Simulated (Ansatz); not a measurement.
# C4H4F4: one species, many methods

Aim: compute C4H4F4 with functionals from several rungs and with coupled cluster. The yardstick is the atomisation energy at the CCSD(T) limit.

Method: functionals in def2-TZVPP, the program's frozen cores in correlated methods; program: Ansatz 0.2.0, Gaussian basis.

The runs, in order: LDA (SPW92), PBE-D4, revPBE-D4, BLYP-D4, r2SCAN-D4, B97M-V, PBE0-D4, B3LYP-D4, r2SCANh-D4, r2SCAN0-D4, HSE06-D4, BHLYP-D4, CAM-B3LYP-D4, LC-ωPBE, ωB97X-V, ωB97M-V, B2PLYP, PBE-QIDH; CCSD(T)/def2-SVP; CCSD(T)/def2-TZVPP; MP2/def2-QZVPP; extrapolation to the limit; RPA on PBE.

### Step 1. Structure used throughout

All runs share one geometry, relaxed beforehand with PBE0-D4 in a triple-zeta def2 set.

SMILES `F[C@@H]1C[C@@H](F)C1(F)F`, 12 atoms, charge 0, spin multiplicity 1.

Atoms are counted from 1 here; the program's logs count them from 0.

Bond lengths: F1–C2 1.369 Å, C2–C3 1.537 Å, C2–C6 1.543 Å, C2–H9 1.090 Å, C3–C4 1.535 Å, C3–H10 1.091 Å, C3–H11 1.088 Å, C4–F5 1.358 Å, C4–C6 1.535 Å, C4–H12 1.093 Å, C6–F7 1.349 Å, C6–F8 1.337 Å. Angles: F1–C2–C3 112.0°, F1–C2–C6 111.3°, F1–C2–H9 109.5°, C3–C2–C6 87.7°, C3–C2–H9 118.7°, C6–C2–H9 116.1°, C2–C3–C4 89.1°, C2–C3–H10 111.1°, C2–C3–H11 116.1°, C4–C3–H10 110.9°, C4–C3–H11 117.7°, H10–C3–H11 110.5°, C3–C4–F5 117.7°, C3–C4–C6 88.1°, C3–C4–H12 112.8°, F5–C4–C6 117.1°, F5–C4–H12 109.5°, C6–C4–H12 110.2° and more.

### Step 2. LDA

This LDA is Slater exchange with PW92 correlation.

Input file in.yaml:

```yaml
crystal:
  periodic: [false, false, false]
  atoms:
    - {symbol: F, position_ang: [1.394518, 0.132687, -1.535116]}
    - {symbol: C, position_ang: [1.080362, 0.048428, -0.205024]}
    - {symbol: C, position_ang: [0.102969, -1.102192, 0.084993]}
    - {symbol: C, position_ang: [-1.063377, -0.113082, -0.051796]}
    - {symbol: F, position_ang: [-2.085012, -0.214534, 0.837596]}
    - {symbol: C, position_ang: [-0.056133, 1.023961, 0.166168]}
    - {symbol: F, position_ang: [0.034622, 1.370814, 1.466501]}
    - {symbol: F, position_ang: [-0.191268, 2.136488, -0.562108]}
    - {symbol: H, position_ang: [1.990823, 0.125231, 0.389891]}
    - {symbol: H, position_ang: [0.199497, -1.448867, 1.114580]}
    - {symbol: H, position_ang: [0.136371, -1.942693, -0.604777]}
    - {symbol: H, position_ang: [-1.466374, -0.071340, -1.066909]}
basis:
  gaussian: {orbitals: def2-TZVPP}
hamiltonian: {xc: lda}
output: {orbitals: {seedname: orbitals}}
```

Started as:

```
ansatz run in.yaml --threads 8 --pin off --events-out ev --progress --plain --max-ram 18278MiB
```

Further steps of the session: PBE-D4 (GGA); revPBE-D4 (GGA); BLYP-D4 (GGA); r2SCAN-D4 (meta-GGA); B97M-V (meta-GGA); PBE0-D4 (hybrid); B3LYP-D4 (hybrid); r2SCANh-D4 (hybrid); r2SCAN0-D4 (hybrid); HSE06-D4 (hybrid); BHLYP-D4 (hybrid); CAM-B3LYP-D4 (range-separated); LC-ωPBE (range-separated); ωB97X-V (range-separated); ωB97M-V (range-separated); B2PLYP (double hybrid); PBE-QIDH (double hybrid); CCSD(T) in def2-SVP; CCSD(T) in def2-TZVPP; MP2 in def2-QZVPP; RPA on PBE orbitals.

Before running them: what should the planned runs give, taken together? Wanted: atomisation energy, CCSD(T)/CBS; farthest beyond LDA; mean size of error, GGA; mean size of error, meta-GGA; mean size of error, hybrid; mean size of error, range-separated; mean size of error, double hybrid; gap, smallest and largest; T1 diagnostic.

The runs gave:

| quantity | value |
| --- | --- |
| atomisation energy, CCSD(T)/CBS | 1191.4 kcal/mol |
| functionals within 6.0 kcal/mol (0.5 %) | BLYP-D4, B97M-V, B3LYP-D4, r2SCANh-D4, PBE-QIDH |
| farthest beyond LDA | BHLYP-D4 (-56.1 kcal/mol) |
| mean size of error, GGA | 22.1 kcal/mol |
| mean size of error, meta-GGA | 6.3 kcal/mol |
| mean size of error, hybrid | 19.2 kcal/mol |
| mean size of error, range-separated | 10.6 kcal/mol |
| mean size of error, double hybrid | 6.9 kcal/mol |
| gap, smallest and largest | 6.69 eV (LDA (SPW92)), 14.62 eV (LC-ωPBE) |
| T1 diagnostic | 0.0116 |
| triples share of the correlation energy | 3.4 % |

What this shows: LDA overbinds by 235.7 kcal/mol (20 %). PBE-D4 is off by +53.1 kcal/mol. Double hybrids carry the basis error of their MP2 part in triple zeta, and no dispersion term here, so their miss is partly the set-up's. Taken by rung, meta-GGA functionals do best (6.3 kcal/mol on average) and GGA ones worst beyond LDA (22.1 kcal/mol). The gap between the best rungs is small, so their order is not settled. The reference freezes the cores and leaves out relativity and excitations past (T), so misses under about 6.0 kcal/mol can't be ranked. Hartree-Fock recovers 70 % of the binding; the rest is correlation. CCSD(T) in def2-SVP is off by -52.1 kcal/mol, more than most functionals: a good method in a small basis is no reference. The gap grows from 6.7 to 14.6 eV across the functionals, mostly with the share of exact exchange.
